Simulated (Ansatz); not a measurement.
# PdI (CsCl type): the cost of one run

Computed with Ansatz 0.2.0 (DFT PBE, with the methods named in each step, unless a step's input says otherwise).

1 further run of the same task is left out (it didn't finish).

## 1. Starting point

Symmetry: Pm-3m, No. 221, cubic system. Conventional cell: a = 3.087 Å, b = 3.087 Å, c = 3.087 Å, α = 90.00°, β = 90.00°, γ = 90.00°. Pd (site symmetry m-3m) is surrounded by 8 I at 2.67 Å. I (site symmetry m-3m) has 8 Pd at 2.67 Å as nearest neighbours.

As a file:

```cif
data_structure
_symmetry_space_group_name_H-M 'P 1'
_symmetry_Int_Tables_number 1
_cell_length_a 3.0867
_cell_length_b 3.0867
_cell_length_c 3.0867
_cell_angle_alpha 90.000
_cell_angle_beta 90.000
_cell_angle_gamma 90.000
_cell_volume 29.41
loop_
_atom_site_label
_atom_site_type_symbol
_atom_site_fract_x
_atom_site_fract_y
_atom_site_fract_z
_atom_site_occupancy
Pd1 Pd 0.00000 0.00000 0.00000 1
I1 I 0.50000 0.50000 0.50000 1
```

Whether this phase is the stable one at these pressures isn't tested.

Atoms are numbered in the order of the input: Pd1, I2.

## 2. Cell relaxed at zero pressure, PAW

input.yaml

```yaml
crystal:
  lattice:
    - [3.0866686091, 0.0, 0.0]
    - [0.0, 3.0866686091, 0.0]
    - [0.0, 0.0, 3.0866686091]
  atoms:
    - { symbol: Pd, position: [0.0, 0.0, 0.0] }
    - { symbol: I, position: [0.5, 0.5, 0.5] }
kpoints:
  mp_grid: { grid: [12, 12, 12] }
scf:
  occupations: { method: fermi_dirac, width: 0.05 }
hamiltonian:
  xc: pbe
  pseudopotentials: { kind: paw }
output:
  forces: true
  stress: true
relax:
  f_tol: 0.005
  max_steps: 40
  cell: {}
```

The run is started by

```sh
$ ansatz run input.yaml --threads 1 --pin off --max-ram 2048MiB --backend cpu --events-out ev --progress --plain --runs-dir out
```

What time and memory should one allow on 1 thread of Arm Neoverse V2, shared host?

About 24 s, with a peak of 0.37 GiB.
